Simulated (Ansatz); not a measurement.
# GdSe: the cost of one run

Method: DFT PBEsol+U (U_eff = 2 eV on Gd f), plane waves, PAW, no spin–orbit coupling unless a run says so, in Ansatz 0.2.0.

### 1 The starting structure

It takes space group Fm-3m (No. 225, cubic). Conventional cell: a = 5.771 Å, b = 5.771 Å, c = 5.771 Å, α = 90.00°, β = 90.00°, γ = 90.00°. Gd (site symmetry m-3m) has 6 Se at 2.89 Å as nearest neighbours. Se (site symmetry m-3m) is surrounded by 6 Gd at 2.89 Å.

As a file:

```
Gd Se
1.0
     0.00000    2.88550    2.88550
     2.88550    0.00000    2.88550
     2.88550    2.88550    0.00000
Gd Se
1 1
Direct
  0.50000 0.50000 0.50000
  0.00000 0.00000 0.00000
```

Magnetic order typed: ferromagnetic.

### 2 From atoms, symmetry kept, no search

The input, input.yaml:

```yaml
crystal:
  lattice:
    - [0.0, 2.88550036, 2.88550036]
    - [2.88550036, 0.0, 2.88550036]
    - [2.88550036, 2.88550036, 0.0]
  atoms:
    - { symbol: Gd, position: [0.5, 0.5, 0.5], spin: 7.0 }
    - { symbol: Se, position: [0.0, 0.0, 0.0] }
basis:
  ecutwfc: 420
  ecutrho_ratio: 4
kpoints:
  mp_grid: { grid: [6, 6, 6] }
hamiltonian:
  xc: pbesol
  hubbard: { sites: [{ site: 0, l: f, u_eff: 2.0 }] }
scf:
  occupations: { method: gaussian, width: 0.05 }
  lower_state_search: "off"
  max_iter: 150
output:
  forces: true
  stress: true
  eigenvalues: true
  populations: true
  hubbard: { sites: [{ site: 0, l: f }] }
magnetization:
  spin_polarized: true
```

The run is started by

```sh
$ ansatz run input.yaml --threads 2 --pin off --max-ram 3072MiB --backend cpu --events-out ev --progress --plain --runs-dir out
```

Q: Estimate wall time and peak memory on 2 threads of Arm Neoverse N1, shared host.

About 6.2 s, with a peak of 0.39 GiB.
